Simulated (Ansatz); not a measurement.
TaAs, 4 atoms in the cell. The structure is tetragonal, space group I4_1md (No. 109). Conventional cell: a = 3.444 Å, b = 3.444 Å, c = 11.736 Å, α = 90.00°, β = 90.00°, γ = 90.00°. Ta (site symmetry 2mm) is surrounded by 6 As at 2.61 to 2.62 Å. Around As (site symmetry 2mm) lie 6 Ta at 2.61 to 2.62 Å. The cell is a database's computed one.

* Program: Ansatz 0.2.0
* Task: density of states
* Functional: PBEsol
* Potentials or basis: all-electron LAPW, scalar-relativistic
* Cutoff: 272 eV (chosen from the basis error)
* Basis error allowed: 0.002 eV/atom
* k mesh: 11 × 11 × 11
* Occupations: fermi-dirac, width 0.05 eV
* Spin: no spin polarisation
* Hubbard terms: Ta d U = 8 eV

Potentials or basis: all-electron LAPW, scalar-relativistic.

Run with:

```bash
$ ansatz run input.yaml --threads 2 --pin off --max-ram 8192MiB --backend cpu --events-out ev --progress --plain --runs-dir out
```

Hardware: 2 threads of Arm Neoverse V1, on a shared host.

How long does it take, and how much memory?

Wall time 26 min on 2 threads of Arm Neoverse V1, with other jobs on the host, peak memory 1.7 GiB. Counts: scf iterations 30, plane waves 739, k points 126, bands 80.
